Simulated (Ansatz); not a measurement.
# CH₅BClGeN: geometry optimisation

Aim: relax CH₅BClGeN at this level.

Computed with Ansatz 0.2.0. Level: RKS PBE0-D4/def2-SVP.

**1. The starting structure**

10 atoms, charge 0, spin multiplicity 1.

Atoms are counted from 1 here; the program's logs count them from 0.

Bond lengths: Cl1–B2 1.742 Å, B2–C3 1.585 Å, B2–Ge5 2.088 Å, C3–N4 1.475 Å, C3–H6 1.119 Å, C3–H7 1.125 Å, N4–Ge5 1.884 Å, N4–H8 1.023 Å, Ge5–H9 1.567 Å, Ge5–H10 1.557 Å. Angles: Cl1–B2–C3 129.5°, Cl1–B2–Ge5 142.0°, C3–B2–Ge5 88.4°, B2–C3–N4 98.6°, B2–C3–H6 114.9°, B2–C3–H7 108.2°, N4–C3–H6 114.4°, N4–C3–H7 115.9°, H6–C3–H7 105.1°, C3–N4–Ge5 100.0°, C3–N4–H8 117.9°, Ge5–N4–H8 127.3°, B2–Ge5–N4 71.3°, B2–Ge5–H9 118.8°, B2–Ge5–H10 125.6°, N4–Ge5–H9 116.2°, N4–Ge5–H10 113.2°, H9–Ge5–H10 107.3°.

Geometry (Å):

```xyz
10
charge 0, multiplicity 1
Cl   -1.96920   -0.45369    2.15216
B    -0.81605   -0.13298    0.88668
C     0.52077   -0.90229    0.52088
N     1.05630    0.04524   -0.47503
Ge   -0.45397    1.14342   -0.72501
H     1.20274   -1.09837    1.38670
H     0.24406   -1.92043    0.13046
H     1.68228   -0.32183   -1.19652
H    -1.25333    0.92655   -2.05529
H    -0.13040    2.66327   -0.62213
```

**2. Relaxation**

Input file input.yaml:

```yaml
crystal:
  periodic: [false, false, false]
  atoms:
    - { symbol: Cl, position_ang: [-1.969202, -0.453687, 2.152161] }
    - { symbol: B, position_ang: [-0.816048, -0.132981, 0.886678] }
    - { symbol: C, position_ang: [0.520767, -0.90229, 0.520882] }
    - { symbol: "N", position_ang: [1.056296, 0.045239, -0.475031] }
    - { symbol: Ge, position_ang: [-0.453968, 1.143423, -0.725006] }
    - { symbol: H, position_ang: [1.202738, -1.098372, 1.386698] }
    - { symbol: H, position_ang: [0.244063, -1.920426, 0.130461] }
    - { symbol: H, position_ang: [1.682281, -0.32183, -1.196522] }
    - { symbol: H, position_ang: [-1.25333, 0.926551, -2.055287] }
    - { symbol: H, position_ang: [-0.130396, 2.663273, -0.622135] }
basis:
  gaussian: { orbitals: def2-SVP }
hamiltonian:
  xc: pbe0
  dispersion: d4
output:
  forces: true
relax:
  f_tol: 0.003
  max_steps: 120
```

Command:

```bash
> ansatz run input.yaml --threads 1 --pin off --max-ram 2560MiB --backend cpu --events-out ev --progress --plain --runs-dir out
```

Standard output (excerpt; [...] marks lines left out):

```text
Warning: RAYON_NUM_THREADS=1 ignored (pool sized by the plan → 1); use --threads N
[...]
Functional definition: PBE0
[...]
1273 factors; integrals over basis functions are off by at most 3.3e-4 eV
[...]
mean field -72297.10112353 eV, -2656.8694615546 hartree, gradient 5.6e-5 eV, S^2 0.000000; 0 other end points of the search recorded, 0 dependent functions left out
[...]
reference -72297.10115142 eV, -2656.8694625793 hartree; 36, 36 occupied and 81, 81 virtual orbitals, 1273 factors
relax step   1: F+E_penalty+E_count = -72297.31218593 eV  Δ(F+E_penalty+E_count) = +0.000e0 eV  max|allowed force component| = 3.009e-1 eV/Å  Δτ_max = 0.0000 Å  (28 SCF iters, accepted)
[...]
relax step   3: F+E_penalty+E_count = -72297.33003616 eV  Δ(F+E_penalty+E_count) = -1.960e-3 eV  max|allowed force component| = 4.093e-2 eV/Å  Δτ_max = 0.0069 Å  (31 SCF iters, accepted)
[...]
relax step   5: F+E_penalty+E_count = -72297.33070703 eV  Δ(F+E_penalty+E_count) = -6.709e-4 eV  max|allowed force component| = 2.668e-2 eV/Å  Δτ_max = 0.0136 Å  (30 SCF iters, accepted)
[...]
relax step   7: F+E_penalty+E_count = -72297.33110544 eV  Δ(F+E_penalty+E_count) = -2.795e-5 eV  max|allowed force component| = 5.041e-3 eV/Å  Δτ_max = 0.0073 Å  (25 SCF iters, accepted)
[...]
relax step   8: F+E_penalty+E_count = -72297.33110439 eV  Δ(F+E_penalty+E_count) = +1.055e-6 eV  max|allowed force component| = 4.235e-3 eV/Å  Δτ_max = 0.0047 Å  (25 SCF iters, rejected (line search))
[...]
relax step   9: F+E_penalty+E_count = -72297.33111463 eV  Δ(F+E_penalty+E_count) = -9.189e-6 eV  max|allowed force component| = 1.477e-3 eV/Å  Δτ_max = 0.0020 Å  (22 SCF iters, accepted)
1273 factors; integrals over basis functions are off by at most 3.6e-4 eV
mean field -72297.11901818 eV, -2656.8701191707 hartree, gradient 6.3e-5 eV, S^2 0.000000; 1 other end points of the search recorded, 0 dependent functions left out
[...]
reference -72297.11904607 eV, -2656.8701201956 hartree; 36, 36 occupied and 81, 81 virtual orbitals, 1273 factors
Total energy: -72297.33114252 eV, -2656.8779145965 hartree
Atom 0 at    -1.954631    -0.450755     2.146897 Å, force    -0.000028     0.000638    -0.000879 eV/Å
Atom 1 at    -0.819163    -0.132614     0.876138 Å, force     0.000307    -0.000960     0.000842 eV/Å
Atom 2 at     0.514327    -0.900692     0.514073 Å, force    -0.000984     0.001477    -0.000179 eV/Å
Atom 3 at     1.024052     0.024276    -0.498058 Å, force    -0.000008     0.000196    -0.000676 eV/Å
Atom 4 at    -0.449322     1.133887    -0.729178 Å, force     0.000415    -0.000538    -0.000186 eV/Å
Atom 5 at     1.196535    -1.067746     1.373430 Å, force     0.000269     0.000007     0.000401 eV/Å
Atom 6 at     0.246400    -1.917168     0.142594 Å, force     0.000132    -0.000667    -0.000358 eV/Å
Atom 7 at     1.696495    -0.312641    -1.177377 Å, force    -0.000215     0.000296     0.000151 eV/Å
Atom 8 at    -1.246954     0.934982    -2.044237 Å, force     0.000005     0.000003     0.000796 eV/Å
Atom 9 at    -0.124538     2.637371    -0.601383 Å, force     0.000107    -0.000451     0.000088 eV/Å
Dipole moment:     0.050643    -0.162597    -0.097933 e Å
```

It took 77 s on 1 thread of Arm Neoverse V2, shared host; peak memory 0.3 GiB.

Along the way: (the energy doesn't fall at every step)

```
step  energy from step 1 (eV)  largest force component (eV/Å)
   1                   0.0000                          0.3009
   2                  -0.0159                          0.1437
   3                  -0.0179                          0.0409
   4                  -0.0164                          0.1589
   5                  -0.0185                          0.0267
   6                  -0.0189                          0.0078
   7                  -0.0189                          0.0050
   8                  -0.0189                          0.0042
   9                  -0.0189                          0.0015
```

Distances of close pairs at the start and the end, largest changes first:

| bond | before (Å) | after (Å) | change (Å) |
| --- | --- | --- | --- |
| N4–Ge5 | 1.884 | 1.859 | -0.025 |
| Ge5–H9 | 1.567 | 1.551 | -0.016 |
| Ge5–H10 | 1.557 | 1.543 | -0.014 |
| C3–N4 | 1.475 | 1.463 | -0.012 |
| C3–H7 | 1.125 | 1.115 | -0.010 |
| N4–H8 | 1.023 | 1.013 | -0.010 |
| B2–Ge5 | 2.088 | 2.078 | -0.010 |
| C3–H6 | 1.119 | 1.110 | -0.010 |

**3. What came out**

| quantity | value |
| --- | --- |
| energy gained | 0.0189 eV |
| root mean square move | 0.024 Å |
| dipole moment | 0.94 D |

What this shows: Bond lengths: Cl1–B2 1.734 Å, B2–C3 1.581 Å, B2–Ge5 2.078 Å, C3–N4 1.463 Å, C3–H6 1.110 Å, C3–H7 1.115 Å, N4–Ge5 1.859 Å, N4–H8 1.013 Å, Ge5–H9 1.551 Å, Ge5–H10 1.543 Å. Angles: Cl1–B2–C3 129.1°, Cl1–B2–Ge5 142.6°, C3–B2–Ge5 88.2°, B2–C3–N4 98.3°, B2–C3–H6 114.5°, B2–C3–H7 108.5°, N4–C3–H6 114.6°, N4–C3–H7 115.4°, H6–C3–H7 105.6°, C3–N4–Ge5 100.8°, C3–N4–H8 119.0°, Ge5–N4–H8 129.9°, B2–Ge5–N4 71.4°, B2–Ge5–H9 119.0°, B2–Ge5–H10 124.6°, N4–Ge5–H9 115.9°, N4–Ge5–H10 113.9°, H9–Ge5–H10 107.7°. No frequencies were computed here.
